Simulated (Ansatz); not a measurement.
**YGe2Ru2 (element-swapped structure): how the settings move a single-point run**

Question: which choices in the input matter for YGe2Ru2 (element-swapped structure)?

Method: reference: DFT r2SCAN, plane waves, PAW, scalar-relativistic, no spin polarisation, in Ansatz 0.2.0.

### 1 The structure to begin with

Symmetry: I4/mmm, No. 139, tetragonal system. Conventional cell: a = 4.106 Å, b = 4.106 Å, c = 10.215 Å, α = 90.00°, β = 90.00°, γ = 90.00°. Y (site symmetry 4/mmm) has 8 Ge at 3.16 Å and 8 Ru at 3.28 Å as nearest neighbours. Ge (site symmetry 4mm) is surrounded by 4 Ru at 2.43 Å and 1 Ge at 2.49 Å. Around Ru (site symmetry -4m2) lie 4 Ge at 2.43 Å.

Coordinates:

```cif
data_structure
_symmetry_space_group_name_H-M 'I4/mmm'
_symmetry_Int_Tables_number 139
_cell_length_a 4.1060
_cell_length_b 4.1060
_cell_length_c 10.2146
_cell_angle_alpha 90.000
_cell_angle_beta 90.000
_cell_angle_gamma 90.000
_cell_volume 172.21
loop_
_atom_site_label
_atom_site_type_symbol
_atom_site_symmetry_multiplicity
_atom_site_Wyckoff_symbol
_atom_site_fract_x
_atom_site_fract_y
_atom_site_fract_z
_atom_site_occupancy
Y1 Y 2 a 0.00000 0.00000 0.00000 1
Ge1 Ge 4 e 0.50000 0.50000 0.87800 1
Ru1 Ru 4 d 0.50000 0.00000 0.75000 1
```

### 2 Reference

Input file input.yaml:

```yaml
crystal:
  lattice:
    - [0.0, 4.106038, 0.0]
    - [4.106038, 0.0, 0.0]
    - [2.053019, 2.053019, -5.107279]
  atoms:
    - { symbol: "Y", position: [0.0, 0.0, 0.0] }
    - { symbol: Ge, position: [0.378, 0.378, 0.244] }
    - { symbol: Ge, position: [0.622, 0.622, 0.756] }
    - { symbol: Ru, position: [0.75, 0.25, 0.5] }
    - { symbol: Ru, position: [0.25, 0.75, 0.5] }
  symmetry: { tolerance: 0.0003 }
kpoints:
  mp_grid: { grid: [5, 5, 5], shift: [0, 0, 0] }
magnetization:
  spin_polarized: false
scf:
  occupations: { method: tetrahedron }
hamiltonian:
  pseudopotentials: { kind: paw }
  xc: r2scan
basis:
  ecutwfc: 500
output:
  forces: true
  stress: true
  eigenvalues: true
```

Run with:

```
$ ansatz run input.yaml --threads 1 --pin off --max-ram 2560MiB --backend cpu --events-out ev --progress --plain --runs-dir out
```

Log, cut to the lines that bear on the results:

```text
Warning: output.forces, output.stress, relax.cell or npt_langevin: where a Kohn–Sham band that disperses or a degenerate level is filled in part under the method tetrahedron, the forces or the stress that this run publishes need not agree with its energy (scf.occupations.method in the [...]
Warning: RAYON_NUM_THREADS=1 ignored (pool sized by the plan → 1); use --threads N
band count auto-derived: 44 (N_el = 71.0; filled up to band 36; 43 by the electrons, moments and atoms)
[...]
Pseudopotentials: kind: paw
Pseudopotential: Y, paw, valence charge 11, recommended cutoff 500 eV (meta_gga), Y.paw.azcp
Pseudopotential: Ge, paw, valence charge 14, recommended cutoff 500 eV (meta_gga), Ge.paw.azcp
Pseudopotential: Ru, paw, valence charge 16, recommended cutoff 500 eV (meta_gga), Ru.paw.azcp
Functional definition: r2SCAN
[...]
Crystal: 5 atoms, lattice volume = 86.106 Å³
Basis set: ecut = 500 eV, 2179 PW (Γ), exchange–correlation on 120×120×180 points (64 copies of the dense FFT grid, shifted against one another)
Bands: 44, of which v1, the nominal top of the filled ones, is band 36 counted from 1 (35 counted from 0)
Symmetry: 16 space group operations
Space group: I4/mmm (ITA 139), of the structure as read, at distance tolerance 1.3e-3 Å
k-points: 18 of 125
[...]
SCF iter   1: F=—  HF=-24250.294748 eV  |F-HF|=—  |Δ(HF+E_count)|=         —  Δρ=9.69e-3  dr2=1.54e-1  dr2_τ=3.32e-2  ethr=1.77e-3  ⟨swp⟩=6.1  Hψ=2670  notcnv=0
[...]
SCF iter   9: F=-24250.324900 eV  HF=-24250.324900 eV  |F-HF|=8.79e-9  |Δ(HF+E_count)|=   4.77e-7  Δρ=5.01e-6  dr2=3.75e-8  dr2_τ=2.09e-9  ethr=1.41e-10  ⟨swp⟩=6.1  Hψ=3439  notcnv=0
[...]
SCF converged after 9 iterations
Stability not checked: this state was not tested for a lower state beside it, because cold or Methfessel-Paxton smearing, or corrected tetrahedra, fill the levels in a way that the test cannot read (fill_not_monotonic; see scf.lower_state_search)
Free energy (F): -24250.324900 eV
[...]
E sigma→0 (E₀):  -24250.324900 eV
Entropy (-TS):   -0.001772 eV (-0.354 meV/atom)
Fermi energy:    15.732978 eV
[...]
--- Forces (eV/Å), atoms counted from 1 ---
  atom   1  Y     -0.00000000    -0.00000000     0.00000000
  atom   2  Ge     0.00000000     0.00000000    -0.89941196
  atom   3  Ge     0.00000000     0.00000000     0.89941196
  atom   4  Ru     0.00000000     0.00000000    -0.00000000
  atom   5  Ru     0.00000000     0.00000000     0.00000000
[...]
--- Stress (GPa, compression-positive) ---
        4.596040       0.000000       0.000000
        0.000000       4.596040       0.000000
        0.000000       0.000000      -2.623902
  P = ⅓ Tr σ = 2.1894 GPa (21.894 kbar)
--- Band table (eV; the first three rows and the last of 18) ---
[...]
```

Wall time 8.9 s (1 thread of Intel Xeon Platinum 8375C at 2.90GHz (Ice Lake), shared host); peak memory 0.61 GiB.

### 3 Variant: pseudopotentials.kind nc, pseudopotentials.accuracy standard, dispersion d3bjatm

Edit input.yaml of step 2 so:

```diff
@@ -19,4 +19,5 @@
 hamiltonian:
-  pseudopotentials: { kind: paw }
+  pseudopotentials: { kind: nc, accuracy: standard }
   xc: r2scan
+  dispersion: d3bjatm
 basis:
```

Run with:

```
$ ansatz run input.yaml --threads 1 --pin off --max-ram 2560MiB --backend cpu --events-out ev --progress --plain --runs-dir out
```

Log, cut to the lines that bear on the results:

```text
Warning: output.forces, output.stress, relax.cell or npt_langevin: where a Kohn–Sham band that disperses or a degenerate level is filled in part under the method tetrahedron, the forces or the stress that this run publishes need not agree with its energy (scf.occupations.method in the [...]
Warning: basis.ecutwfc = 500 eV is below the records' recommended 1142.878222 eV, and the density's cutoff is lower with it unless basis.ecutrho_ratio is high enough to keep the records' density cutoff: compare with a run at a higher cutoff
Warning: hamiltonian.xc reads the kinetic-energy density τ on the library's norm-conserving files, and those of Y, Ge, Ru were made for PBE. This build holds files of Y, Ge, Ru that were made for r²SCAN, which a deck under this functional can read where it names no table [...]
Warning: RAYON_NUM_THREADS=1 ignored (pool sized by the plan → 1); use --threads N
band count auto-derived: 44 (N_el = 71.0; filled up to band 36; 43 by the electrons, moments and atoms)
[...]
Pseudopotentials: kind: nc
Pseudopotential: Y, nc, valence charge 11, recommended cutoff 979.609905 eV (normal), Y.nc.azcp (PseudoDojo's, or run here from an input of PseudoDojo's; its table is named by hamiltonian.pseudopotentials.accuracy)
[...]
Space group: I4/mmm (ITA 139), of the structure as read, at distance tolerance 1.3e-3 Å
k-points: 18 of 125
[...]
SCF iter   1: F=—  HF=-11493.613777 eV  |F-HF|=—  |Δ(HF+E_count)|=         —  Δρ=3.79e-1  dr2=5.93e1  dr2_τ=5.45e2  ethr=3.10e-3  ⟨swp⟩=5.0  Hψ=3192  notcnv=0  defer=1
[...]
SCF iter  10: F=-11475.686926 eV  HF=-11475.686926 eV  |F-HF|=2.99e-9  |Δ(HF+E_count)|=   1.32e-6  Δρ=3.00e-6  dr2=5.13e-9  dr2_τ=1.31e-8  ethr=1.41e-10  ⟨swp⟩=10.6  Hψ=3507  notcnv=0
[...]
SCF converged after 10 iterations
Stability not checked: this state was not tested for a lower state beside it, because cold or Methfessel-Paxton smearing, or corrected tetrahedra, fill the levels in a way that the test cannot read (fill_not_monotonic; see scf.lower_state_search)
Free energy (F): -11475.686926 eV
[...]
E sigma→0 (E₀):  -11475.686926 eV
Entropy (-TS):   -0.001215 eV (-0.243 meV/atom)
Fermi energy:    16.541253 eV
[...]
--- Forces (eV/Å), atoms counted from 1 ---
  atom   1  Y     -0.00000000     0.00000000     0.00000000
  atom   2  Ge     0.00000000     0.00000000    -0.89944494
  atom   3  Ge     0.00000000     0.00000000     0.89944494
  atom   4  Ru     0.00000000    -0.00000000     0.00000000
  atom   5  Ru     0.00000000    -0.00000000    -0.00000000
[...]
--- Stress (GPa, compression-positive) ---
       -2.110159       0.000000       0.000000
        0.000000      -2.110159       0.000000
        0.000000       0.000000      -8.626572
  P = ⅓ Tr σ = -4.2823 GPa (-42.823 kbar)
--- Band table (eV; the first three rows and the last of 18) ---
[...]
```

It took 7.6 s on 1 thread of Intel Xeon Platinum 8375C at 2.90GHz (Ice Lake), shared host; peak memory 0.48 GiB.

A change of potentials puts the total energy on another scale; the pressure goes from 2.2 to -4.3 GPa. The dispersion term changed too. The cutoff is far under what these potentials recommend, so these values carry a basis error that can be large.

### 4 Changed: pseudopotentials.kind nc, pseudopotentials.accuracy standard

Edit input.yaml of step 2 so:

```diff
@@ -19,3 +19,3 @@
 hamiltonian:
-  pseudopotentials: { kind: paw }
+  pseudopotentials: { kind: nc, accuracy: standard }
   xc: r2scan
```

Run with:

```
$ ansatz run input.yaml --threads 1 --pin off --max-ram 2560MiB --backend cpu --events-out ev --progress --plain --runs-dir out
```

Log, cut to the lines that bear on the results:

```text
Warning: output.forces, output.stress, relax.cell or npt_langevin: where a Kohn–Sham band that disperses or a degenerate level is filled in part under the method tetrahedron, the forces or the stress that this run publishes need not agree with its energy (scf.occupations.method in the [...]
Warning: basis.ecutwfc = 500 eV is below the records' recommended 1142.878222 eV, and the density's cutoff is lower with it unless basis.ecutrho_ratio is high enough to keep the records' density cutoff: compare with a run at a higher cutoff
Warning: hamiltonian.xc reads the kinetic-energy density τ on the library's norm-conserving files, and those of Y, Ge, Ru were made for PBE. This build holds files of Y, Ge, Ru that were made for r²SCAN, which a deck under this functional can read where it names no table [...]
Warning: RAYON_NUM_THREADS=1 ignored (pool sized by the plan → 1); use --threads N
band count auto-derived: 44 (N_el = 71.0; filled up to band 36; 43 by the electrons, moments and atoms)
[...]
Pseudopotentials: kind: nc
Pseudopotential: Y, nc, valence charge 11, recommended cutoff 979.609905 eV (normal), Y.nc.azcp (PseudoDojo's, or run here from an input of PseudoDojo's; its table is named by hamiltonian.pseudopotentials.accuracy)
[...]
Space group: I4/mmm (ITA 139), of the structure as read, at distance tolerance 1.3e-3 Å
k-points: 18 of 125
[...]
SCF iter   1: F=—  HF=-11492.709859 eV  |F-HF|=—  |Δ(HF+E_count)|=         —  Δρ=3.79e-1  dr2=5.93e1  dr2_τ=5.45e2  ethr=3.10e-3  ⟨swp⟩=5.0  Hψ=3192  notcnv=0  defer=1
[...]
SCF iter  10: F=-11474.783007 eV  HF=-11474.783007 eV  |F-HF|=2.99e-9  |Δ(HF+E_count)|=   1.32e-6  Δρ=3.00e-6  dr2=5.13e-9  dr2_τ=1.31e-8  ethr=1.41e-10  ⟨swp⟩=10.6  Hψ=3507  notcnv=0
[...]
SCF converged after 10 iterations
Stability not checked: this state was not tested for a lower state beside it, because cold or Methfessel-Paxton smearing, or corrected tetrahedra, fill the levels in a way that the test cannot read (fill_not_monotonic; see scf.lower_state_search)
Free energy (F): -11474.783007 eV
[...]
E sigma→0 (E₀):  -11474.783007 eV
Entropy (-TS):   -0.001215 eV (-0.243 meV/atom)
Fermi energy:    16.541253 eV
[...]
--- Forces (eV/Å), atoms counted from 1 ---
  atom   1  Y     -0.00000000     0.00000000     0.00000000
  atom   2  Ge     0.00000000     0.00000000    -0.90364397
  atom   3  Ge     0.00000000     0.00000000     0.90364397
  atom   4  Ru     0.00000000    -0.00000000     0.00000000
  atom   5  Ru     0.00000000    -0.00000000    -0.00000000
[...]
--- Stress (GPa, compression-positive) ---
       -0.800785       0.000000       0.000000
        0.000000      -0.800785       0.000000
        0.000000       0.000000      -7.306270
  P = ⅓ Tr σ = -2.9693 GPa (-29.693 kbar)
--- Band table (eV; the first three rows and the last of 18) ---
[...]
```

It took 7 s on 1 thread of Intel Xeon Platinum 8375C at 2.90GHz (Ice Lake), shared host; peak memory 0.48 GiB.

A change of potentials puts the total energy on another scale; the pressure goes from 2.2 to -3.0 GPa. The cutoff is far under what these potentials recommend, so these values carry a basis error that can be large.

[end of part 1 of 2]
